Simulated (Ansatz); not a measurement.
# Mg2SO: the band gap up the ladder of functionals

One table from this session's results is given with a row withheld; the runs are named, their logs left out.

Code: Ansatz 0.2.0. PAW datasets, plane waves. Note: simulated data, non-magnetic, for a generated structure that need not be the stable one.

### The system as given

The cell was relaxed beforehand with r2SCAN.

Space group P-4m2 (No. 115), tetragonal; conventional cell a = 3.675 Å, c = 4.884 Å, 16.49 Å³ an atom. Around O lie 4 Mg at 2.06 Å; around Mg lie 2 O at 2.06 Å and 2 S at 2.38 Å; around S lie 4 Mg at 2.38 Å.

Coordinates:

Space group P-4m2 (No. 115). a = 3.675 Å, b = 3.675 Å, c = 4.884 Å, α = 90.00°, β = 90.00°, γ = 90.00°
```tsv
atom	site	symmetry	x	y	z
O	1a	-4m2	0.0000	0.0000	0.0000
Mg	2g	2mm.	0.0000	0.5000	0.8113
S	1c	-4m2	0.5000	0.5000	0.5000
```

Set-up of the first run:

File input.yaml:

```yaml
crystal:
  lattice:
    - [3.6748650568, 0.0, 0.0]
    - [0.0, 3.6748650568, 0.0]
    - [0.0, 0.0, 4.8839690323]
  atoms:
    - { symbol: O, position: [0.0, 0.0, 0.0] }
    - { symbol: Mg, position: [0.0, 0.5, 0.8113169975] }
    - { symbol: S, position: [0.5, 0.5, 0.5] }
    - { symbol: Mg, position: [0.5, 0.0, 0.1886830025] }
kpoints:
  mp_grid: { grid: [8, 8, 6] }
  band_path:
    path:
      - [[0.0, 0.0, 0.0], [-3.626745624761e-51, 0.5, 7.836350890951e-67], [0.5, 0.5, 7.370316139599e-33], [0.0, 0.0, 0.0], [-4.216408100284e-50, 4.678030317777e-83, 0.5], [-4.777570055036e-49, 0.5, 0.5], [0.5, 0.5, 0.5], [-4.216408100284e-50, 4.678030317777e-83, 0.5]]
      - [[-3.626745624761e-51, 0.5, 7.836350890951e-67], [-4.777570055036e-49, 0.5, 0.5]]
      - [[0.5, 0.5, 7.370316139599e-33], [0.5, 0.5, 0.5]]
    npoints: 10
hamiltonian:
  xc: pbe
scf:
  occupations: { method: fermi_dirac, width: 0.02 }
  n_extra_bands: 5
output:
  forces: true
  stress: true
  eigenvalues: true
```

Command:

```console
$ ansatz run input.yaml --threads 2 --pin off --max-ram 2211MiB --backend cpu --events-out ev --progress --plain --runs-dir out
```

Among the steps run: PBE band path; r2SCAN at the same geometry; Single point with HSE06; G0W0 on PBE; PBE0.

One of the session's tables, all rows but one given; the rest of the session is left out.

```
                     level  gap (eV)
                       PBE      1.64
                    r2SCAN      2.19
                     HSE06      2.68
G0W0@PBE (196 empty bands)         ?
                      PBE0      3.38
```

**Question.** Estimate the row for G0W0@PBE (196 empty bands).

As computed: gap (eV): 3.23. In the column «gap (eV)» it lies between HSE06 (2.68) and PBE0 (3.38).

Meshes: PBE 8×8×6, r2SCAN 8×8×6, HSE06 6×6×4, PBE0 6×6×4

The gap runs from 1.64 eV (PBE) to 3.38 eV (PBE0). PBE reaches 51 % of the G0W0@PBE value, and r2SCAN 68 %. PBE0 lies 0.70 eV above HSE06, which differs from it by screening the long-range exchange. G0W0 values are finite-basis, finite-mesh values.

Limits of these values: Warnings in the runs' records: stress scf threshold loose, stress exchange threshold loose.
